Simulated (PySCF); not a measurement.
# H2O3Si2: relaxation and vibrations and intensities, part 2 of 2

The task, for H2O3Si2: 2 runs in a chain (relaxation and vibrations and intensities).

PySCF 2.14.0; relaxation, pbe0, def2-tzvp, and further levels as typed in the inputs. The steps go on from the part before.

## 3. Vibrations and intensities: vibrations and intensities, pbe0, def2-tzvp

It takes the final geometry of step 2.

run.py reads:

```python
from pyscf import gto, dft
from pyscf.hessian import thermo
import numpy as np
mol = gto.M(atom="mol.xyz", basis="def2-tzvp", charge=1, spin=1, verbose=4)
mf = dft.UKS(mol, xc="pbe0").density_fit().run(conv_tol=1e-9)
for i in range(6):  # look for a lower solution of the same spin
    mo, _, ok, _ = mf.stability(return_status=True)
    if ok: break
    mf.kernel(mf.make_rdm1(mo, mf.mo_occ))
print(f"converged SCF energy = {mf.e_tot:.10f}, stable: {ok}")
mol.verbose = 0; x = mol.atom_coords(); n = x.size; h = np.zeros((n, n + 3))
def point(d):
    m = mol.set_geom_(x + d.reshape(-1, 3), unit="Bohr", inplace=False); s = dft.UKS(m, xc="pbe0").density_fit()
    s.grids.level = 4
    s.run(mf.make_rdm1(), conv_tol=1e-10); g = s.nuc_grad_method(); g.grid_response = True
    return np.append(g.kernel(), s.dip_moment(unit="AU", verbose=0))
for k in range(n): d = np.zeros(n); d[k] = 0.01; h[k] = (point(d) - point(-d)) / 0.02
H = (h[:, :n] + h[:, :n].T) / 2
f = thermo.harmonic_analysis(mol, H.reshape(mol.natm, 3, mol.natm, 3).transpose(0, 2, 1, 3))
print("harmonic vibrations: frequency (1/cm), infrared intensity (km/mol)")
for w, q in zip(f["freq_wavenumber"], f["norm_mode"]): t = q.ravel() @ h[:, n:]; print(f"  {w.real - w.imag:9.2f} {974.88 * t @ t:9.2f}")
```

The run is started by

```sh
$ python run.py
```

The log of the run:

```text
[INPUT] num. atoms = 7
[INPUT] num. electrons = 53
[INPUT] charge = 1
[INPUT] spin (= nelec alpha-beta = 2S) = 1
[INPUT] symmetry False subgroup None
[INPUT] Mole.unit = angstrom
[INPUT] Symbol           X                Y                Z      unit          X                Y                Z       unit  Magmom
[INPUT]  1 H      2.567483110000   1.740906700000  -1.027593410000 AA    4.851839907347   3.289836871420  -1.941870112308 Bohr   0.0
[INPUT]  2 O      1.674671870000   1.382742810000  -1.007683530000 AA    3.164671182813   2.613005211612  -1.904245891935 Bohr   0.0
[INPUT]  3 Si     1.131156450000   0.325411670000   0.059313120000 AA    2.137575894535   0.614938934037   0.112085552393 Bohr   0.0
[INPUT]  4 O     -0.203114750000   0.808037870000   0.931113530000 AA   -0.383831249360   1.526970272577   1.759549562577 Bohr   0.0
[INPUT]  5 Si    -1.454410080000  -0.033439520000   0.281200580000 AA   -2.748436724007  -0.063191534537   0.531392082269 Bohr   0.0
[INPUT]  6 O     -0.046609780000  -0.685214230000  -0.789810250000 AA   -0.088079718926  -1.294867231355  -1.492525062874 Bohr   0.0
[INPUT]  7 H      0.030439250000  -1.262090040000  -1.562730370000 AA    0.057521845937  -2.385004520141  -2.953132405840 Bohr   0.0

nuclear repulsion = 293.623821571369
number of shells = 67
number of NR pGTOs = 280
number of NR cGTOs = 179
basis = def2-tzvp
ecp = {}

******** <class 'pyscf.df.df_jk.DFUKS'> ********
method = DFUKS
initial guess = minao
damping factor = 0
level_shift factor = 0
DIIS = <class 'pyscf.scf.diis.CDIIS'>
diis_start_cycle = 1
diis_space = 8
diis_damp = 0
SCF conv_tol = 1e-09
SCF conv_tol_grad = None
SCF max_cycles = 50
direct_scf = False
number electrons alpha = 27  beta = 26
XC library pyscf.dft.libxc version 7.0.0
    S. Lehtola, C. Steigemann, M. J.T. Oliveira, and M. A.L. Marques.,  SoftwareX 7, 1–5 (2018)
XC functionals = pbe0
    C. Adamo and V. Barone.,  J. Chem. Phys. 110, 6158 (1999)
    M. Ernzerhof and G. E. Scuseria.,  J. Chem. Phys. 110, 5029 (1999)
radial grids:
    Treutler-Ahlrichs [JCP 102, 346 (1995); DOI:10.1063/1.469408] (M4) radial grids

becke partition: Becke, JCP 88, 2547 (1988); DOI:10.1063/1.454033
pruning grids: <function nwchem_prune at 0x71ada8f7dc60>
grids dens level: 3
symmetrized grids: False
atomic radii adjust function: <function treutler_atomic_radii_adjust at 0x71ada8f7e980>
small_rho_cutoff = 0
Set gradient conv threshold to 3.16228e-05
tot grids = 100224
******** <class 'pyscf.df.df.DF'> ********
auxbasis = def2-tzvp-jkfit
init E= -806.272758571783
[... the frontier-level lines of each cycle are left out ...]


cycle= 1 E= -805.118033409597  delta_E= 1.15  |g|= 0.797  |ddm|= 1.67
cycle= 2 E= -804.590077096872  delta_E= 0.528  |g|=  1.4  |ddm|= 1.16
cycle= 3 E= -805.338716627458  delta_E= -0.749  |g|= 0.159  |ddm|= 0.754
cycle= 4 E= -805.345156225916  delta_E= -0.00644  |g|= 0.0966  |ddm|= 0.122
cycle= 5 E= -805.348421739451  delta_E= -0.00327  |g|= 0.0137  |ddm|= 0.0565
cycle= 6 E= -805.348486841971  delta_E= -6.51e-05  |g|= 0.0065  |ddm|= 0.0136
cycle= 7 E= -805.348502602026  delta_E= -1.58e-05  |g|= 0.00264  |ddm|= 0.00527
cycle= 8 E= -805.348506325458  delta_E= -3.72e-06  |g|= 0.000668  |ddm|= 0.00295
cycle= 9 E= -805.348506923192  delta_E= -5.98e-07  |g|= 0.000252  |ddm|= 0.00139
cycle= 10 E= -805.348507192801  delta_E= -2.7e-07  |g|= 0.000139  |ddm|= 0.00102
cycle= 11 E= -805.348507329709  delta_E= -1.37e-07  |g|= 7.61e-05  |ddm|= 0.00089
cycle= 12 E= -805.348507369323  delta_E= -3.96e-08  |g|= 5.56e-05  |ddm|= 0.000533
cycle= 13 E= -805.348507378297  delta_E= -8.97e-09  |g|= 1.82e-05  |ddm|= 0.000273
cycle= 14 E= -805.348507379523  delta_E= -1.23e-09  |g|= 4.49e-06  |ddm|= 0.000125
cycle= 15 E= -805.348507379535  delta_E= -1.27e-11  |g|= 5.65e-06  |ddm|= 1.22e-05
Extra cycle  E= -805.348507379514  delta_E= 2.09e-11  |g|= 1.04e-05  |ddm|= 7.74e-06
converged SCF energy = -805.348507379514  <S^2> = 0.752729  2S+1 = 2.0027271
uhf_internal: lowest eigs of H = [0.1417385  0.26530951 0.2884907 ]
<class 'pyscf.df.df_jk.DFUKS'> wavefunction is stable in the internal stability analysis
converged SCF energy = -805.3485073795, stable: True
harmonic vibrations: frequency (1/cm), infrared intensity (km/mol)
     132.83     16.83
     160.15     66.10
     273.44    104.76
     346.20     61.69
     376.52      4.01
     406.69     89.26
     504.47     15.13
     674.80     70.08
     722.22    242.36
     816.37     53.80
     892.00    147.21
     964.45    142.07
    1026.16    240.54
    3789.19    292.92
    3881.39    341.39
```

It took 13 min on 8 threads of Intel Xeon Platinum 8175M at 2.50GHz (Skylake/Cascade Lake), shared host.

Harmonic frequencies from the force constants, with isotope-averaged masses (PySCF's default) and rigid motions projected out (i: imaginary):

| mode | cm⁻¹ | IR (km/mol) |
| --- | --- | --- |
| 1 | 133 | 16.8 |
| 2 | 160 | 66.1 |
| 3 | 273 | 104.8 |
| 4 | 346 | 61.7 |
| 5 | 377 | 4.0 |
| 6 | 407 | 89.3 |
| 7 | 504 | 15.1 |
| 8 | 675 | 70.1 |
| 9 | 722 | 242.4 |
| 10 | 816 | 53.8 |
| 11 | 892 | 147.2 |
| 12 | 964 | 142.1 |
| 13 | 1026 | 240.5 |
| 14 | 3789 | 292.9 |
| 15 | 3881 | 341.4 |

## 4. The runs side by side

The summary covers parts 1 to 2.

| quantity | value |
| --- | --- |
| harmonic frequencies (step 3) | 133 to 3881 cm⁻¹ |
| zero-point energy (step 3) | 0.928 eV |

In step 3 all modes are real: a minimum.
